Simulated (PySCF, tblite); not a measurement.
**C₅H₁₀F₂N radical: geometry, infrared bands and EPR parameters**

Wanted: the infrared bands and EPR parameters of C₅H₁₀F₂N radical (`CC(C)(N)[CH]C(F)F`), by calculation.

The runs use tblite 0.8.0 and PySCF 2.14.0, with density-fitted response routines of our own; the level of theory stands in each step. All values are computed, except where a source is named. Atoms are numbered from 0 throughout.

## 1. The molecule as given

18 atoms, charge 0, multiplicity 2; geometry from: force field or distance geometry start.

Bonds of the start (Å): C0–C1 1.53, C1–C2 1.52, C1–N3 1.46, C1–C4 1.50, C4–C5 1.48, C5–F6 1.36, C5–F7 1.36, C0–H8 1.10, C0–H9 1.10, C0–H10 1.10, C2–H11 1.11, C2–H12 1.11, C2–H13 1.10, N3–H14 1.03, N3–H15 1.01, C4–H16 1.08, C5–H17 1.09.

## 2. Geometry optimisation with GFN2-xTB

The job: settings as JSON, then the geometry in Å.

```
{"job": {"kind": "relax", "xc": "GFN2-xTB", "basis": "xTB"}, "charge": 0, "multiplicity": 2}
C     -1.672400    -0.483900     0.610900
C     -0.348700    -0.176300    -0.093900
C     -0.521300     0.987600    -1.054200
N      0.068700    -1.358400    -0.842300
C      0.702200     0.125800     0.937800
C      2.106900     0.366400     0.536100
F      2.925500     0.172900     1.608000
F      2.289100     1.670900     0.182000
H     -1.586300    -1.315200     1.323600
H     -2.462500    -0.749900    -0.109600
H     -2.044400     0.389200     1.169200
H     -1.331900     0.782600    -1.779900
H     -0.805000     1.911700    -0.513300
H      0.386500     1.197500    -1.631700
H     -0.009000    -2.182100    -0.235100
H     -0.588600    -1.528900    -1.586700
H      0.423000     0.476200     1.921100
H      2.459400    -0.279800    -0.273600
```

Started as:

```
$ OMP_NUM_THREADS=1 python probes_run.py task.json out
```

This one command runs all jobs of the session in turn.

The log of the run:

```text
step      E/eV     max force
  0    -764.89894    1.249
  1    -764.95778    0.309
  2    -764.96812    0.224
  3    -764.97525    0.248
  4    -764.98262    0.205
  5    -764.98784    0.195
  6    -764.99259    0.141
  7    -764.99696    0.150
  8    -765.00080    0.183
  9    -765.00355    0.168
 10    -765.00556    0.110
 11    -765.00740    0.138
 12    -765.00913    0.159
 13    -765.01059    0.116
 14    -765.01172    0.090
 15    -765.01268    0.073
 16    -765.01364    0.083
 17    -765.01445    0.064
 18    -765.01497    0.050
 19    -765.01540    0.056
 20    -765.01596    0.087
 21    -765.01670    0.109
 22    -765.01746    0.084
 23    -765.01801    0.065
 24    -765.01836    0.049
 25    -765.01868    0.072
 26    -765.01901    0.081
 27    -765.01935    0.074
 28    -765.01975    0.069
 29    -765.02036    0.081
 30    -765.02129    0.104
 31    -765.02243    0.108
 32    -765.02343    0.073
 33    -765.02399    0.051
 34    -765.02428    0.050
 35    -765.02463    0.050
 36    -765.02504    0.048
 37    -765.02548    0.046
 38    -765.02593    0.048
 39    -765.02637    0.056
 40    -765.02682    0.068
 41    -765.02733    0.080
 42    -765.02794    0.084
 43    -765.02874    0.082
 44    -765.02973    0.074
 45    -765.03077    0.062
 46    -765.03172    0.065
 47    -765.03280    0.074
 48    -765.03392    0.066
 49    -765.03467    0.061
 50    -765.03343    0.207
 51    -765.03535    0.052
 52    -765.03559    0.048
 53    -765.03638    0.051
 54    -765.03685    0.083
 55    -765.03741    0.047
 56    -765.03783    0.058
 57    -765.03821    0.042
 58    -765.03858    0.051
 59    -765.03896    0.068
 60    -765.03941    0.061
 61    -765.03992    0.063
 62    -765.04052    0.096
 63    -765.04148    0.098
 64    -765.04350    0.105
 65    -765.04629    0.109
 66    -765.04661    0.319
 67    -765.04997    0.147
 68    -765.05215    0.095
 69    -765.05360    0.096
 70    -765.05463    0.152
 71    -765.05526    0.099
 72    -765.05584    0.057
 73    -765.05634    0.071
 74    -765.05687    0.052
 75    -765.05764    0.055
 76    -765.05814    0.050
 77    -765.05844    0.063
 78    -765.05887    0.054
 79    -765.05954    0.050
 80    -765.06053    0.047
 81    -765.06120    0.056
 82    -765.06175    0.050
 83    -765.06214    0.059
 84    -765.06230    0.070
 85    -765.06274    0.042
 86    -765.06298    0.034
 87    -765.06327    0.035
 88    -765.06344    0.043
 89    -765.06372    0.048
 90    -765.06405    0.047
 91    -765.06442    0.039
 92    -765.06479    0.041
 93    -765.06509    0.057
 94    -765.06522    0.043
 95    -765.06542    0.034
 96    -765.06556    0.045
 97    -765.06575    0.049
 98    -765.06585    0.037
 99    -765.06592    0.020
100    -765.06597    0.016
101    -765.06602    0.016
102    -765.06610    0.021
103    -765.06620    0.023
104    -765.06631    0.027
105    -765.06641    0.025
106    -765.06650    0.022
107    -765.06658    0.025
108    -765.06666    0.027
109    -765.06671    0.019
110    -765.06675    0.011
111    -765.06677    0.011
112    -765.06680    0.015
113    -765.06684    0.017
114    -765.06687    0.014
115    -765.06689    0.013
116    -765.06690    0.009
117    -765.06692    0.011
118    -765.06693    0.013
119    -765.06695    0.014
120    -765.06698    0.013
121    -765.06702    0.012
122    -765.06705    0.012
123    -765.06707    0.012
124    -765.06708    0.007
```

Wall time 0.59 s (1 thread of Arm Neoverse V2, shared host).

The steps of the relaxation: (not every step is listed)

```
step  energy from step 0 (eV)  largest force (eV/Å)
   0                   0.0000                1.2487
   1                  -0.0588                0.3088
   2                  -0.0692                0.2237
   3                  -0.0763                0.2478
   4                  -0.0837                0.2047
   5                  -0.0889                0.1947
   6                  -0.0936                0.1408
   7                  -0.0980                0.1496
   8                  -0.1019                0.1834
  19                  -0.1165                0.0562
  30                  -0.1223                0.1040
  41                  -0.1284                0.0803
  52                  -0.1366                0.0483
  63                  -0.1425                0.0984
  74                  -0.1579                0.0521
  85                  -0.1638                0.0420
  96                  -0.1666                0.0452
 107                  -0.1676                0.0251
 118                  -0.1680                0.0131
 119                  -0.1680                0.0137
 120                  -0.1680                0.0127
 121                  -0.1681                0.0121
 122                  -0.1681                0.0115
 123                  -0.1681                0.0117
 124                  -0.1681                0.0075
```

Distances of close pairs at the start and the end, largest changes first:

```
  bond  before (Å)  after (Å)  change (Å)
 C5–F6       1.363      1.389      +0.027
 C1–C2       1.519      1.544      +0.025
C2–H12       1.108      1.085      -0.022
 C1–C4       1.503      1.483      -0.020
C2–H11       1.107      1.088      -0.020
 C0–C1       1.531      1.550      +0.019
C0–H10       1.101      1.086      -0.015
 C4–C5       1.481      1.467      -0.014
```

The next job starts from the end point, and lists it.

## 3. Harmonic vibrations with GFN2-xTB

The job: settings as JSON, then the geometry in Å.

```
{"job": {"kind": "ir", "xc": "GFN2-xTB", "basis": "xTB"}, "charge": 0, "multiplicity": 2}
C     -1.544091    -0.484658     0.716390
C     -0.348345    -0.040551    -0.164477
C     -0.857974     0.988554    -1.196258
N      0.242077    -1.146814    -0.897750
C      0.675050     0.594164     0.701185
C      2.081418     0.178422     0.664404
F      2.320031    -0.948604     1.440529
F      2.901343     1.127938     1.177553
H     -1.212590    -1.214686     1.451697
H     -2.313773    -0.935886     0.093210
H     -1.971228     0.366962     1.237518
H     -1.663234     0.553788    -1.783843
H     -1.225989     1.877345    -0.693616
H     -0.045784     1.265152    -1.861735
H      0.580820    -1.864475    -0.267556
H     -0.438301    -1.564055    -1.521478
H      0.382874     1.336553     1.421192
H      2.428937    -0.082833    -0.348616
```

The log of the run:

```text
mode    cm-1     km/mol
  1      37.5      1.20
  2      58.3      2.50
  3     159.7      0.52
  4     188.3      1.09
  5     235.0      0.61
  6     270.5      8.72
  7     292.5      1.73
  8     321.6     14.49
  9     336.3     14.98
 10     360.6      8.20
 11     403.1      4.16
 12     449.9     16.14
 13     466.5      7.00
 14     547.9      4.72
 15     576.5     17.02
 16     819.9     13.34
 17     861.7    197.25
 18     901.7    134.06
 19     933.7     10.10
 20     948.8     19.81
 21     974.5      0.24
 22     998.6      6.32
 23    1034.0    161.22
 24    1052.8     19.46
 25    1119.1     25.50
 26    1123.8     50.87
 27    1180.7     10.50
 28    1233.9     28.31
 29    1245.0      5.74
 30    1274.7     28.14
 31    1349.6     27.97
 32    1379.9      2.83
 33    1398.7      4.95
 34    1474.6      2.51
 35    1480.4      0.42
 36    1489.9      4.36
 37    1495.2      3.63
 38    1558.4     31.81
 39    2863.4     14.83
 40    3021.8     10.35
 41    3028.5     40.43
 42    3034.2     23.15
 43    3048.9     10.12
 44    3058.1     13.48
 45    3059.0     32.69
 46    3140.4      6.94
 47    3409.9      6.03
 48    3437.9      1.28
```

Run time: 0.43 s. Hardware: 1 thread of Arm Neoverse V2, shared host.

The strongest bands and the atoms that carry them (share of the mass-weighted mode):

```
cm⁻¹  km/mol                        atoms
 862   197.2             C5 65 %, F6 29 %
 902   134.1  H14 35 %, H15 21 %, N3 17 %
1034   161.2             C5 44 %, F7 30 %
1124    50.9  C1 26 %, H16 23 %, H13 12 %
1234    28.3  C1 40 %, H17 15 %, H14 12 %
1558    31.8           H14 45 %, H15 44 %
3028    40.4            H11 78 %, H9 14 %
3059    32.7           H12 59 %, H13 27 %
```

## 4. EPR parameters: B3LYP/pcH-1

The job, as its differences from that of step 3:

```diff
@@ -1,2 +1,2 @@
-{"job": {"kind": "ir", "xc": "GFN2-xTB", "basis": "xTB"}, "charge": 0, "multiplicity": 2}
+{"job": {"kind": "epr", "basis": "pcH-1"}, "charge": 0, "multiplicity": 2}
 C     -1.544091    -0.484658     0.716390
```

Level: UKS B3LYP, pcH-1 on C F H N, non-relativistic, mean-field spin-orbit, GIAO.

The log of the run:

```text
UKS, coarse grid
  cycle   1  E = -450.83931805  |g| = 5.93e-01
  cycle   2  E = -450.71877384  |g| = 8.75e-01
  cycle   3  E = -450.96414132  |g| = 7.31e-02
  cycle   4  E = -450.96588695  |g| = 3.68e-02
  cycle   5  E = -450.96644644  |g| = 7.81e-03
  cycle   6  E = -450.96647058  |g| = 3.86e-03
  cycle   7  E = -450.96647672  |g| = 1.09e-03
  cycle   8  E = -450.96647768  |g| = 5.63e-04
UKS, final grid
  cycle   1  E = -450.96645864  |g| = 7.64e-04
  cycle   2  E = -450.96645843  |g| = 1.14e-03
  cycle   3  E = -450.96645884  |g| = 8.89e-05
  cycle   4  E = -450.96645884  |g| = 1.78e-05
E = -450.96645884 Eh   <S^2> = 0.7537 (exact 0.7500)
g shifts (ppm)      1          2          3
  rmc          -170       -170       -170
  gc             68         19         38
  oz_so        -291          4        458
  total        -393       -147        326
hyperfine (MHz)  atom isotope    a_iso     a_fc   dipolar eigenvalues
    0   13C      50.61      50.61     -4.02     -3.89      7.90
    1   13C     -30.36     -30.36     -2.12      0.92      1.20
    2   13C      62.51      62.51     -4.88     -4.81      9.69
    3   14N       3.39       3.39     -0.51     -0.19      0.70
    4   13C      87.58      87.58    -79.57    -78.97    158.55
    5   13C     -27.39     -27.39     -3.18      0.12      3.06
    6   19F     273.90     273.90   -101.32    -97.16    198.48
    7   19F      11.53      11.53    -33.57    -22.05     55.62
    8    1H      -2.14      -2.14     -5.19     -2.09      7.28
    9    1H      13.56      13.56     -2.80     -1.58      4.38
   10    1H      -2.52      -2.52     -3.93     -2.56      6.49
   11    1H      22.60      22.60     -3.23     -1.55      4.78
   12    1H      -1.36      -1.36     -4.99     -2.50      7.50
   13    1H      -2.91      -2.91     -5.43     -2.17      7.61
   14    1H      -0.89      -0.89     -3.43     -3.07      6.50
   15    1H      -0.06      -0.06     -1.89     -1.64      3.53
   16    1H     -60.83     -60.83    -37.57     -1.14     38.71
   17    1H      33.98      33.98     -6.76     -2.74      9.50
```

Wall time 70 s (1 thread of Arm Neoverse V2, shared host); peak memory 0.97 GiB.

Principal g values 2.00193, 2.00217, 2.00265; g(iso) = 2.00225, against 2.00232 for a free electron.

Hyperfine couplings; where a row names several nuclei, a(iso) is their mean (it holds for fast rotation or exchange) and the dipolar term the largest among them:

```
                    nuclei  isotope  a(iso) (MHz)  a(iso) (G, at g = 2.0023)  largest dipolar term (MHz)
                    F6, F7      19F         142.7                       50.9                       198.5
                        C4      13C          87.6                       31.2                       158.5
                       H16       1H         -60.8                      -21.7                        38.7
                    C0, C2      13C          56.6                       20.2                         9.7
                       H17       1H          34.0                       12.1                         9.5
                        C1      13C         -30.4                      -10.8                        -2.1
                        C5      13C         -27.4                       -9.8                        -3.2
H8, H9, H10, H11, H12, H13       1H           4.5                        1.6                         7.6
                        N3      14N           3.4                        1.2                         0.7
                  H14, H15       1H          -0.5                       -0.2                         6.5
```

Mulliken spin populations:

C0 0.03; C1 -0.07; C2 0.03; N3 0.00; C4 1.01; C5 -0.04; F6 0.04; F7 0.01; H8 0.00; H9 0.01; H10 0.00; H11 0.01; H12 0.00; H13 0.00; H14 0.00; H15 0.00; H16 -0.04; H17 0.01

In first order the couplings over 0.8 MHz of 19F, 1H, 14N give 252 distinct lines over 147.8 G, if the averaged nuclei exchange fast.

Orbitals, density, ELF and potential are computed afterwards from the orbital file.

ELF in a plane through or near 5 of the atoms.

Ten even steps from '0' (0.00) to '9' (1.00):
```
0000000000000000000000000000
0000000000000000000000000000
0000000000000000000000000000
0000000000000157510000000000
0000000000000699940000000000
0000001221000799962321000000
0000024663000399966875100000
0000036772022036328987100000
0000002331266237227774000000
0000111125766757743210000000
0002687756821753200000000000
0002786553666623331000000000
0001588850377204886200000000
0000256520142017998300000000
0000012100010016998200000000
0000000000000001342000000000
0000000000000000000000000000
0000000000000000000000000000
0000000000000000000000000000
0000000000000000000000000000
```
The map spans 11.5 Å across and 9.3 Å up, centred on the molecule. Atoms in the plane (x, y in Å): C0 (1.2, 1.1), C4 (-0.9, -0.2), F7 (-3.1, -0.8), H8 (0.7, 2.0), H12 (1.3, -1.7).

On the surface of density 0.002 e/bohr³ the electrostatic potential runs, from the 1st to the 99th percentile, from -1.15 V near N3 to 1.58 V near H15.

The spin density lies nearest to C4 65 %; H16 9 %.

## 5. Results

| quantity | value |
| --- | --- |
| strongest single infrared mode (GFN2-xTB) | 862 cm⁻¹, 197 km/mol |
| zero-point energy (GFN2-xTB) | 90.3 kcal/mol |
| g(iso) (B3LYP) | 2.00225 |
| ⟨S²⟩ | 0.754 (exact 0.75) |
| largest a(iso) (averaged by class) | 19F on F6, F7, 142.7 MHz |
| surface potential, 1st and 99th percentile | -1.15 V and 1.58 V |

**Reading.** The optimisation took 124 steps and gained 0.168 eV; among the close pairs (by a distance rule), C5–F6 changed most, from 1.363 to 1.389 Å. No mode is imaginary among the 48: a minimum at this level. The strongest single mode, at 862 cm⁻¹, moves mainly C5. Unscaled tight-binding wavenumbers are off by several per cent, some by more. Its intensities can rank the bands wrongly. Most of the unpaired spin sits on C4 (1.01 e). The isotropic g lies 0.1 ppt below the free-electron value.
